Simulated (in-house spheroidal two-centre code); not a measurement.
**The two-centre problem for charges 1 and 1.15**

Which orbitals hold the two charges together, and at what distance?

The Schrödinger equation separates in prolate spheroidal coordinates and is solved to numerical exactness by an in-house code (fixed charges, no relativity; hartree and bohr). An orbital is fixed by its nodes in ξ and η and by m, and named after its united-atom limit. The code writes a record and no log. All values are calculated.

**1. The system**

Point charges Z1 = 1 and Z2 = 1.15 at distance R, one electron. Orbitals run (a selection, each on a grid of distances scaled to its size): 1sσ, 2sσ, 2pσ, 2pπ, 3sσ, 3pσ, 3dσ, 3pπ, 3dπ, 3dδ, 4pσ, 4dσ, 4fσ, 4pπ, 4dπ, 4fπ, 4dδ, 4fδ, 4fφ, 5gσ, 5gπ.

**2. The orbital 1sσ**

File settings:

```
Z1 = 1
Z2 = 1.15
xi_nodes = 0
eta_nodes = 0
m = 0
```

**3. The orbital 2sσ**

File settings:

```
Z1 = 1
Z2 = 1.15
xi_nodes = 1
eta_nodes = 0
m = 0
```

**4. The orbital 4fδ**

File settings:

```
Z1 = 1
Z2 = 1.15
xi_nodes = 0
eta_nodes = 1
m = 2
```

**5. The orbital 3pπ**

File settings:

```
Z1 = 1
Z2 = 1.15
xi_nodes = 1
eta_nodes = 0
m = 1
```

(Steps that only read results are left out.)

Before running it: what results should come out? Wanted: orbitals with a minimum on the grid; ground orbital.

**Answer**, as computed:

| quantity | value |
| --- | --- |
| orbitals with a minimum on the grid (the deepest) | 1sσ (2.10 bohr), 2pσ (6.08 bohr), 3dσ (8.54 bohr), 3dπ (16.04 bohr), 4fσ (16.33 bohr), 4fπ (18.29 bohr), 5gσ (22.87 bohr), 5gπ (28.52 bohr) |
| ground orbital | minimum at 2.097 bohr, -0.66670 hartree, 0.15 eV under the separated limit |

In words: The ground orbital binds the charges. Of the 21 orbitals, 8 have a minimum that the grid shows, 5 with a barrier on the curve; very shallow wells can escape it. With unequal charges the electron of the ground orbital ends on the larger one, and the remaining charges repel as Z1(Z2 − 1)/R with Z2 the larger.
